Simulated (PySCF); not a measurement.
# A diatomic session: PIr

Aim: find the lowest electronic state of PIr, scan its bond at several levels of theory, and get bond length, wavenumber and dissociation energy from each curve.

Program: PySCF 2.14.0. Level of theory: P def2-TZVPP, Ir def2-TZVPP with ECP60, scalar-relativistic core potentials. These are calculated values, not measurements.

**1. The job**

The job is set up so:

* atoms: P, Ir
* charge: 0
* basis: P def2-TZVPP, Ir def2-TZVPP with ECP60
* Hamiltonian: scalar-relativistic core potentials
* basis functions: 98
* electrons treated: 32
* masses in u: 30.9738, 192.9629
* levels: PBE0, PBE, r²SCAN, B2PLYP, PW91, BLYP, r²SCAN0, CAM-B3LYP, HF, MP2, SCS-MP2, CCSD, CCSD(T)
* grid: 80 radial by 434 angular points
* occupations: held fixed by the projection of orbital angular momentum
* dissociation limit: P + Ir, each in its ground configuration
* starting distance in angstrom: 2.250
* values of 2S to try: 0, 2, 4, 6, 8

Launch:

```bash
> OMP_NUM_THREADS=2 python dia.py task.json out
```

The runs that follow: PBE0 along the bond; Higher solutions at PBE0; PBE (GGA); r²SCAN (meta-GGA); B2PLYP (double hybrid); PW91 (GGA); BLYP (GGA); r²SCAN0 (hybrid meta-GGA); CAM-B3LYP; UHF; MP2 and coupled cluster.

What does the calculation give? Wanted: for each run, Re; ωe; De; μ.

**Answer**, as computed:

Lowest PBE0 solution found, without spin–orbit coupling: triplet, unpaired electrons π ↑, δ ↑. State 2 has its PBE0 minimum 0.06 eV higher. State 3 has its PBE0 minimum 0.14 eV higher, as a spin-mixed determinant (⟨S²⟩ = 1.06), so this is no gap between pure states. State 4 has its PBE0 minimum 0.19 eV higher, as a spin-mixed determinant (⟨S²⟩ = 1.06), so this is no gap between pure states. The other levels ran on the lowest alone.

```
    level  Re (Å)  ωe (cm⁻¹)  De (eV)  μ (D)
 UHF-CCSD   2.042        572     3.13    n/a
      PBE   2.055        545     4.65   0.77
     PW91   2.055        545     4.68   0.74
     BLYP   2.074        524     4.36   0.57
   r²SCAN   2.044        553     4.14   1.06
     PBE0   2.037        564     3.88   1.14
  r²SCAN0   2.037        537     3.53   1.32
CAM-B3LYP   2.036        565     3.57   1.16
```

De is counted to P + Ir in their ground configurations. A positive dipole means P(−)Ir(+). No constants: UHF (the points don't follow one smooth fit); UHF-MP2 (the points don't follow one smooth fit); UHF-SCS-MP2 (the points don't follow one smooth fit); UHF-CCSD(T) (the points don't follow one smooth fit); B2PLYP (the points don't follow one smooth fit).

What this shows: Bond lengths run from 2.036 Å (CAM-B3LYP) to 2.074 Å (BLYP). Among the levels with a De in the table, it runs from 3.13 eV (UHF-CCSD) to 4.68 eV (PW91).

Correlated steps freeze 5 core orbitals. These are scalar-relativistic numbers at best; spin–orbit coupling would shift them, the dissociation energy most. B2PLYP dipoles, levels and charges come from its SCF part alone. A negative De means that the minimum lies above the separated atoms at that level. The state is the lowest single determinant that the PBE0 search found; with open d or f shells the true ground state can be another one. T1 is 0.044 near the minimum (highest on the curve 0.063), which may point to more than one leading configuration. At some levels the lowest empty orbital lies below the highest filled one (the two can be of opposite spin). With spin–orbit coupling the term label itself may not hold.
